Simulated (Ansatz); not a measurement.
# Relaxation of K2WBr6

Aim: in K2WBr6, a borrowed structure type, volume estimated, relax cell and atoms, then read levels, charges and fields where it ends.

All numbers below are computed with Ansatz 0.2.0 (DFT, r2SCAN, no spin polarisation, plane waves, PAW).

### Step 1. The system as given

It takes space group Fm-3m (No. 225, cubic). Conventional cell: a = 10.327 Å, b = 10.327 Å, c = 10.327 Å, α = 90.00°, β = 90.00°, γ = 90.00°. W (site symmetry m-3m) has 6 Br at 2.45 Å as nearest neighbours. Around K (site symmetry -43m) lie 12 Br at 3.65 Å. Br (site symmetry 4mm) is surrounded by 1 W at 2.45 Å.

In its conventional cell, by symmetry (the run takes the cell typed in the input):

```cif
data_structure
_symmetry_space_group_name_H-M 'Fm-3m'
_symmetry_Int_Tables_number 225
_cell_length_a 10.3272
_cell_length_b 10.3272
_cell_length_c 10.3272
_cell_angle_alpha 90.000
_cell_angle_beta 90.000
_cell_angle_gamma 90.000
_cell_volume 1101.41
loop_
_atom_site_label
_atom_site_type_symbol
_atom_site_symmetry_multiplicity
_atom_site_Wyckoff_symbol
_atom_site_fract_x
_atom_site_fract_y
_atom_site_fract_z
_atom_site_occupancy
W1 W 4 a 0.00000 0.00000 0.00000 1
K1 K 8 c 0.25000 0.75000 0.75000 1
Br1 Br 24 e 0.76300 0.00000 0.00000 1
```

The first density is read from a saved solution for the starting cell.

### Step 2. The walk to rest

input.yaml

```yaml
crystal:
  lattice:
    - [0.0, 5.163607, 5.163607]
    - [5.163607, 0.0, 5.163607]
    - [5.163607, 5.163607, 0.0]
  atoms:
    - { symbol: W, position: [0.0, 0.0, 0.0] }
    - { symbol: K, position: [0.25, 0.25, 0.25] }
    - { symbol: K, position: [0.75, 0.75, 0.75] }
    - { symbol: Br, position: [0.237, 0.763, 0.763] }
    - { symbol: Br, position: [0.763, 0.237, 0.763] }
    - { symbol: Br, position: [0.763, 0.237, 0.237] }
    - { symbol: Br, position: [0.237, 0.763, 0.237] }
    - { symbol: Br, position: [0.763, 0.763, 0.237] }
    - { symbol: Br, position: [0.237, 0.237, 0.763] }
  symmetry: { tolerance: 0.0003 }
kpoints:
  mp_grid: { grid: [6, 6, 6], shift: [0, 0, 0] }
magnetization:
  spin_polarized: false
scf:
  occupations: { method: fermi_dirac }
  lower_state_search: "off"
hamiltonian:
  pseudopotentials: { kind: paw }
  xc: r2scan
basis:
  ecutwfc: 500
  fft_grid_basis: typed
relax:
  max_steps: 60
  cell: { p_target: 0.0 }
  f_tol: 0.03
output:
  forces: true
  stress: true
  eigenvalues: true
  bader: true
  populations: true
  elf: true
  write_potential: true
  volumetric_format: npy
  dos:
    e_range: [-12, 8]
    de: 0.05
    projected: { site_lists: { Br: [Br], K: [K], W: [W] } }
checkpoint:
  read: saved_state
```

The run is started by

```console
$ ansatz run input.yaml --threads 2 --pin off --max-ram 3584MiB --backend cpu --events-out ev --progress --plain --runs-dir out
```

Q: Predict the outcome of this session. Wanted: moves; energy gained; largest move; cell; volume; pressure at the end; character; Bader charges.

The runs gave:

| quantity | value |
| --- | --- |
| moves | 2 |
| energy gained | 30.3 meV/atom |
| largest move | 0.06 Å (Br) |
| space group (0.01 Å), before / after | Fm-3m / Fm-3m |
| cell | a = 7.357 Å, b = 7.357 Å, c = 7.357 Å, α = 60.00°, β = 60.00°, γ = 60.00° |
| volume | 31.28 Å³/atom (+2.2 %) |
| pressure at the end | -0.04 GPa |
| formation energy (elements from separate runs) | -1.15 eV/atom |
| character | metal |
| density of states, mean within 0.25 eV of the Fermi level | 9.2 per eV per cell |
| Bader charges | W +1.73, K +0.89, Br -0.58 e |

In words: The volume grew by 2.2 %, and the largest move of an atom is 0.06 Å apart from the change of the cell; the energy fell by 30.3 meV per atom. The run held to 48 symmetry operations, so a lower structure without them is not ruled out. It is a metal; within 0.25 eV of the Fermi level the density of states averages 9.2 per eV per cell, mostly W d (73 %) and Br p (23 %). Set against separate runs on the elements (W bcc, K bcc, solid Br2 (Cmce)), it forms at -1.15 eV per atom, which says nothing yet of rival compounds. W loses most charge (+1.73 e on average) and Br gains most (-0.58 e).
